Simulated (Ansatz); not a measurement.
# Cl3H2In: the cost of one run

All numbers below are computed with Ansatz 0.2.0 (RKS B3LYP-D4/def2-SVP).

## (1) The system as given

Bond lengths: In1–Cl2 2.790 Å, In1–Cl3 2.440 Å, In1–Cl4 2.440 Å, In1–H5 2.070 Å. Angles: Cl2–In1–Cl3 120.0°, Cl2–In1–Cl4 120.0°, Cl2–In1–H5 71.6°, Cl3–In1–Cl4 120.0°, Cl3–In1–H5 97.0°, Cl4–In1–H5 101.2°.

Coordinates:

```xyz
6

In    0.0000    0.0000    0.0000
Cl    0.0000    0.0000    2.7900
Cl    2.1130    0.0000   -1.2200
Cl   -2.1130    0.0000   -1.2200
H     0.0865   -1.9625    0.6527
H     0.0723   -1.6397    1.6684
```

## (2) Pulling towards end A

Springs on the bonds that form and break draw the guess towards this end; the thresholds are loose.

input.yaml reads:

```yaml
crystal:
  periodic: [false, false, false]
  atoms:
    - { symbol: In, position_ang: [0.0, 0.0, 0.0] }
    - { symbol: Cl, position_ang: [0.0, 0.0, 2.79] }
    - { symbol: Cl, position_ang: [2.113, 0.0, -1.22] }
    - { symbol: Cl, position_ang: [-2.113, 0.0, -1.22] }
    - { symbol: H, position_ang: [0.0865, -1.9625, 0.6527] }
    - { symbol: H, position_ang: [0.0723, -1.6397, 1.6684] }
basis:
  gaussian: { orbitals: def2-SVP }
hamiltonian:
  xc: b3lyp
  dispersion: d4
relax:
  f_tol: 0.15
  max_steps: 25
  restrain:
    - { distance: [0, 4], at: 2.97, k: 30.0 }
    - { distance: [5, 1], at: 2.57, k: 30.0 }
    - { distance: [0, 1], at: 2.44, k: 30.0 }
    - { distance: [5, 4], at: 0.66, k: 30.0 }
```

The run is started by

```console
> ansatz run input.yaml --threads 2 --pin off --max-ram 3072MiB --backend cpu --events-out ev --progress --plain --runs-dir out
```

What time and memory should one allow on 2 threads of Arm Neoverse V1, shared host?

About 21 s, with a peak of 0.21 GiB.
